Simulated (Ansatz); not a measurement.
# ClH₄SbSi: one species, many methods

Aim: compute ClH₄SbSi with functionals from several rungs and with coupled cluster. The yardstick is the atomisation energy at the CCSD(T) limit.

The runs use Ansatz 0.2.0, Gaussian basis; functionals in def2-TZVPP, the program's frozen cores in correlated methods.

Levels to be run: LDA (SPW92), PBE-D4, revPBE-D4, BLYP-D4, r2SCAN-D4, B97M-V, PBE0-D4, B3LYP-D4, r2SCANh-D4, r2SCAN0-D4, HSE06-D4, BHLYP-D4, CAM-B3LYP-D4, LC-ωPBE, ωB97X-V, ωB97M-V, B2PLYP, PBE-QIDH; CCSD(T)/def2-SVP; CCSD(T)/def2-TZVPP; MP2/def2-QZVPP; extrapolation to the limit; RPA on PBE.

**1. Structure used throughout**

An earlier PBE0-D4 in a triple-zeta def2 set relaxation fixed the geometry. Sb takes the def2 core potential; no spin-orbit term is included.

SMILES `Cl[SiH2][SbH2]`, 7 atoms, charge 0, spin multiplicity 1.

Atoms are counted from 1 here; the program's logs count them from 0.

Bond lengths: Cl1–Si2 2.060 Å, Si2–Sb3 2.569 Å, Si2–H4 1.484 Å, Si2–H5 1.484 Å, Sb3–H6 1.707 Å, Sb3–H7 1.707 Å. Angles: Cl1–Si2–Sb3 113.2°, Cl1–Si2–H4 107.5°, Cl1–Si2–H5 107.5°, Sb3–Si2–H4 109.7°, Sb3–Si2–H5 109.7°, H4–Si2–H5 109.1°, Si2–Sb3–H6 90.3°, Si2–Sb3–H7 90.3°, H6–Sb3–H7 91.7°.

**2. LDA**

This LDA is Slater exchange with PW92 correlation.

Input file in.yaml:

```yaml
crystal:
  periodic: [false, false, false]
  atoms:
    - {symbol: Cl, position_ang: [-1.837848, -1.155113, 0.463891]}
    - {symbol: Si, position_ang: [-0.557462, -0.091915, -0.750179]}
    - {symbol: Sb, position_ang: [1.568304, 0.692542, 0.459846]}
    - {symbol: H, position_ang: [-0.190163, -0.970339, -1.889008]}
    - {symbol: H, position_ang: [-1.303556, 1.083764, -1.264591]}
    - {symbol: H, position_ang: [0.628446, 1.228357, 1.779835]}
    - {symbol: H, position_ang: [1.753480, -0.855295, 1.154607]}
basis:
  gaussian: {orbitals: def2-TZVPP}
hamiltonian: {xc: lda}
output: {orbitals: {seedname: orbitals}}
```

Launch:

```console
$ ansatz run in.yaml --threads 2 --pin off --events-out ev --progress --plain --max-ram 4352MiB
```

Further steps of the session: PBE-D4 (GGA); revPBE-D4 (GGA); BLYP-D4 (GGA); r2SCAN-D4 (meta-GGA); B97M-V (meta-GGA); B3LYP-D4 (hybrid); r2SCANh-D4 (hybrid); r2SCAN0-D4 (hybrid); HSE06-D4 (hybrid); BHLYP-D4 (hybrid); CAM-B3LYP-D4 (range-separated); LC-ωPBE (range-separated); ωB97X-V (range-separated); ωB97M-V (range-separated); B2PLYP (double hybrid); PBE-QIDH (double hybrid); CCSD(T) in def2-SVP; CCSD(T) in def2-TZVPP; MP2 in def2-QZVPP; RPA on PBE orbitals.

Before running them: what should the planned runs give, taken together? Wanted: atomisation energy, CCSD(T)/CBS; farthest beyond LDA; mean size of error, GGA; mean size of error, meta-GGA; mean size of error, hybrid; mean size of error, range-separated; mean size of error, double hybrid; gap, smallest and largest; T1 diagnostic.

**Answer**, as computed:

| quantity | value |
| --- | --- |
| atomisation energy, CCSD(T)/CBS | 1811.2 kJ/mol |
| functionals within 18.1 kJ/mol (1.0 %) | PBE-D4, r2SCAN-D4, B3LYP-D4, CAM-B3LYP-D4, ωB97M-V |
| farthest beyond LDA | LC-ωPBE (-62.8 kJ/mol) |
| mean size of error, GGA | 27.5 kJ/mol |
| mean size of error, meta-GGA | 18.9 kJ/mol |
| mean size of error, hybrid | 27.8 kJ/mol |
| mean size of error, range-separated | 26.0 kJ/mol |
| mean size of error, double hybrid | 47.5 kJ/mol |
| gap, smallest and largest | 4.68 eV (BLYP-D4), 10.92 eV (LC-ωPBE) |
| T1 diagnostic | 0.0125 |
| triples share of the correlation energy | 3.4 % |

In words: LDA overbinds by 228.2 kJ/mol (13 %). PBE-D4 is off by -14.6 kJ/mol. Double hybrids carry the basis error of their MP2 part in triple zeta, and no dispersion term here, so their miss is partly the set-up's. Taken by rung, meta-GGA functionals do best (18.9 kJ/mol on average) and double hybrid ones worst beyond LDA (47.5 kJ/mol). The gap between the best rungs is small, so their order is not settled. The reference freezes the cores and leaves out spin-orbit coupling and excitations past (T), and its outer-core shells are covered unevenly, so misses under about 18.1 kJ/mol can't be ranked. All levels share the lack of spin-orbit coupling, which lowers the free heavy atoms and so the true binding. Hartree-Fock recovers 70 % of the binding; the rest is correlation. CCSD(T) in def2-SVP is off by -191.1 kJ/mol, worse than the median functional, from the basis alone. The gap grows from 4.7 to 10.9 eV across the functionals, mostly with the share of exact exchange. Correlated methods include outer-core shells of Sb, which these sets cover unevenly.
